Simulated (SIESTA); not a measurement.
Crystal: Ba2TiO4.

```
CELL_PARAMETERS angstrom
3.98205 0.00000 0.00000
0.00000 3.98205 0.00000
0.00000 0.00000 8.78815
ATOMIC_POSITIONS crystal
Ba 0.00000 0.00000 0.27443
Ba 0.00000 0.00000 0.72557
Ti 0.50000 0.50000 0.50000
O 0.50000 0.00000 0.50000
O 0.50000 0.50000 0.27338
O 0.50000 0.50000 0.72662
O 0.00000 0.50000 0.50000
```

The cell comes from a database or a generator and needn't be the stable form of this composition.

```yaml
Program: SIESTA 5.4.2
Task: single point
Functional: PBEsol
Potentials_or_basis: PseudoDojo 0.4 standard (PBEsol files)
Basis: DZP (energy shift 0.003 Ry; two zetas on semicore shells; d shell added on Ba)
Grid_cutoff: 800 Ry
Energy_shift: 0.003 Ry
k_mesh: 7 × 7 × 3
Occupations: fermi-dirac, width 0.05 eV
Spin: no spin polarisation
```

On this cell: pressure -3.5 GPa; largest force 0.497 eV/Å; band gap on the k mesh 1.79 eV, indirect (least direct gap 1.83 eV).

The same run follows on a disturbed copy (atoms moved at random, drawn with an rms of 0.05 Å):

```xyz
7
Lattice="3.9821 0.0000 0.0000 0.0000 3.9821 0.0000 0.0000 0.0000 8.7882" Properties=species:S:1:pos:R:3 pbc="T T T"
Ba   -0.0361    0.0181    2.4410
Ba    0.0517   -0.0294    6.4117
Ti    1.9994    1.9907    4.4275
O     2.0184    0.0341    4.3699
O     2.0145    2.0213    2.4223
O     1.9673    2.0004    6.3716
O    -0.0236    1.9836    4.4091
```

Task: What changes?

Result: The energy moves by +6.5 meV/atom; pressure -3.0 GPa; largest force 0.802 eV/Å; band gap on the k mesh 1.79 eV, indirect (least direct gap 1.83 eV).

Forces in eV/Å, atoms in the order of the input:
```
Ba   0.138 -0.020  0.392
Ba  -0.168  0.120 -0.748
Ti   0.030 -0.054 -0.799
O   -0.243 -0.296  0.452
O   -0.182  0.004  0.189
O    0.044  0.067  0.290
O    0.378  0.176  0.228
```

Stress tensor (GPa, compression positive):
```
-3.55 -0.03 -0.21
-0.03 -3.62  0.50
-0.21  0.50 -1.92
```

Caveats: this set's barium file shifts pressures by up to 1 GPa against other sets; spin-orbit coupling is left out, which moves the levels of the heavy elements; an odd mesh through Γ misses points on the zone boundary, where band edges often lie; the basis of atomic orbitals isn't converged, which shifts pressures, moduli and gaps.
